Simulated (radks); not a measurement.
# Dipole-allowed lines with 28 electrons: Cu⁺, Zn²⁺, Ga³⁺, Ge⁴⁺, As⁵⁺

The task here is to estimate one member of a computed series from the others.

Program: radks (a radial shooting solver on a logarithmic mesh, Libxc functionals) version 1. Level of theory: non-relativistic Kohn-Sham, LDA (Slater exchange, Perdew-Wang correlation), spin-polarised, spherical densities, point nucleus. These are calculated values, not measurements, unless marked.

1 further run of the same task is left out (set aside as unsound or not needed).

## The system

- species: Cu⁺ ([Ar] 3d10), Zn²⁺ ([Ar] 3d10), Ga³⁺ ([Ar] 3d10), Ge⁴⁺ ([Ar] 3d10), As⁵⁺ ([Ar] 3d10)

Set-up of the first run:

The run's settings:

```text
Z 29
configuration [Ar] 3d10 4s0 4p0 4d0 4f0
relativity non-relativistic
functional lda,pw
spin polarised
nucleus point
response adiabatic LDA kernel, real frequencies
```

Command:

```bash
$ python run_ks.py task.json out
```

The same process makes all the runs of this session.

Steps of the session up to this table: Cu⁺, [Ar] 3d10; Zn²⁺, [Ar] 3d10; Ga³⁺, [Ar] 3d10; Ge⁴⁺, [Ar] 3d10; As⁵⁺, [Ar] 3d10.

One of the session's tables, all rows but one given; the rest of the session is left out.

| species | −ε(HOMO) (eV) | first line (eV) | strongest line (eV) | static α (bohr³) |
| --- | --- | --- | --- | --- |
| Cu⁺ | 14.100 | 8.010 | 8.010 | 7.894 |
| Zn²⁺ | 31.449 | 16.482 | 16.482 | 2.897 |
| Ga³⁺ | ? | ? | ? | ? |
| Ge⁴⁺ | 78.900 | 39.150 | 39.150 | 0.8475 |
| As⁵⁺ | 108.23 | 51.604 | 85.295 | 0.5498 |

Q: Estimate the row for Ga³⁺ from the others.

**Answer.** −ε(HOMO) (eV): 53.215; first line (eV): 26.941; strongest line (eV): 26.941; static α (bohr³): 1.444. In the column «−ε(HOMO) (eV)» it lies between Zn²⁺ (31.449) and Ge⁴⁺ (78.900).

In words: In Cu⁺ the response moves the first line 0.450 eV above the bare orbital gap, and the lines found carry 55 % of the static polarisability. Very weak lines can be missed, and lines above minus the highest eigenvalue dissolve into this model's continuum.
